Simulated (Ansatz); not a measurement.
# SnSe2: the cost of one run

Method: DFT PBEsol, scalar-relativistic, plane waves, PAW, in Ansatz 0.2.0.

The COD entry's cell or inner coordinates are ideal or old and differ from later refinements, so a difference from it is no clean test against experiment.

### Step 1. Starting point

It takes space group P-3m1 (No. 164, trigonal). Conventional cell: a = 3.811 Å, b = 3.811 Å, c = 6.137 Å, α = 90.00°, β = 90.00°, γ = 120.00°. Around Sn (site symmetry -3m) lie 6 Se at 2.68 Å. Se (site symmetry 3m) has 3 Sn at 2.68 Å as nearest neighbours.

As a file:

```xyz
3
Lattice="3.8110 0.0000 0.0000 -1.9055 3.3004 0.0000 0.0000 0.0000 6.1370" Properties=species:S:1:pos:R:3 pbc="T T T"
Sn    0.0000    0.0000    0.0000
Se    0.0000    2.2003    1.5342
Se    1.9055    1.1001    4.6027
```

No relaxation comes first: the listed cell is the starting point.

### Step 2. Setting up an axial (c/a) deformation path

At fixed volume and fractional coordinates, lengths along (0.000, 0.000, 1.000) are scaled against those across it; ρ is that ratio over its starting value.

### Step 3. Point ρ = 0.850

File input.yaml:

```yaml
crystal:
  lattice:
    - [4.0231463824, 0.0, 0.0]
    - [-2.0115731912, 3.4841469703, 0.0]
    - [0.0, 0.0, 5.5068351236]
  atoms:
    - { symbol: Sn, position: [0.0, 0.0, 0.0] }
    - { symbol: Se, position: [0.3333333333, 0.6666666667, 0.25] }
    - { symbol: Se, position: [0.6666666667, 0.3333333333, 0.75] }
basis:
  ecutwfc: 420
kpoints:
  mp_grid: { grid: [9, 9, 6] }
hamiltonian:
  xc: pbesol
scf:
  occupations: { method: gaussian, width: 0.05 }
output:
  forces: true
  stress: true
  eigenvalues: true
```

Q: Estimate wall time and peak memory on 1 thread of an Arm CPU, shared host.

About 5.8 s, with a peak of 0.4 GiB.
